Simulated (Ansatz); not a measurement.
# Co4Ge: the cost of one run

Program: Ansatz 0.2.0. Level of theory: DFT PBE, scalar-relativistic, plane waves, PAW. These are calculated values, not measurements.

1 further run of the same task is left out (it didn't finish).

## (1) The starting structure

The structure is cubic, space group Pm-3m (No. 221). Conventional cell: a = 4.117 Å, b = 4.117 Å, c = 4.117 Å, α = 90.00°, β = 90.00°, γ = 90.00°. Co (site symmetry 4/mmm) has 2 Ge at 2.06 Å as nearest neighbours. Co (site symmetry m-3m) is surrounded by 12 Co at 2.91 Å. Around Ge (site symmetry m-3m) lie 6 Co at 2.06 Å.

Coordinates:

```cif
data_structure
_symmetry_space_group_name_H-M 'P 1'
_symmetry_Int_Tables_number 1
_cell_length_a 4.1166
_cell_length_b 4.1166
_cell_length_c 4.1166
_cell_angle_alpha 90.000
_cell_angle_beta 90.000
_cell_angle_gamma 90.000
_cell_volume 69.76
loop_
_atom_site_label
_atom_site_type_symbol
_atom_site_fract_x
_atom_site_fract_y
_atom_site_fract_z
_atom_site_occupancy
Co1 Co 0.50000 0.00000 0.00000 1
Co2 Co 0.00000 0.50000 0.00000 1
Co3 Co 0.00000 0.00000 0.50000 1
Co4 Co 0.50000 0.50000 0.50000 1
Ge1 Ge 0.00000 0.00000 0.00000 1
```

A structure generator made this guess: random cell by space group and Wyckoff sites (Pm-3m, No. 221). Lengths come from tabulated atomic sizes and are only a guess.

## (2) The guess as it stands, on a coarse mesh

Contents of input.yaml:

```yaml
crystal:
  lattice:
    - [4.1166306, 0.0, 0.0]
    - [0.0, 4.1166306, 0.0]
    - [0.0, 0.0, 4.1166306]
  atoms:
    - { symbol: Co, position: [0.5, 0.0, 0.0], spin: 3.0 }
    - { symbol: Co, position: [0.0, 0.5, 0.0], spin: 3.0 }
    - { symbol: Co, position: [0.0, 0.0, 0.5], spin: 3.0 }
    - { symbol: Co, position: [0.5, 0.5, 0.5], spin: 3.0 }
    - { symbol: Ge, position: [0.0, 0.0, 0.0] }
basis:
  ecutwfc: 420
kpoints:
  mp_grid: { grid: [4, 4, 4] }
hamiltonian:
  xc: pbe
scf:
  occupations: { method: gaussian, width: 0.1 }
  lower_state_search: "off"
output:
  forces: true
  stress: true
  eigenvalues: true
  populations: true
magnetization:
  spin_polarized: true
```

On the command line:

```
ansatz run input.yaml --threads 1 --pin off --max-ram 2560MiB --backend cpu --events-out ev --progress --plain --runs-dir out
```

**Question.** How long does this run take on 1 thread of Arm Neoverse V1, shared host, and how much memory does it need?

About 13 s, with a peak of 0.37 GiB.
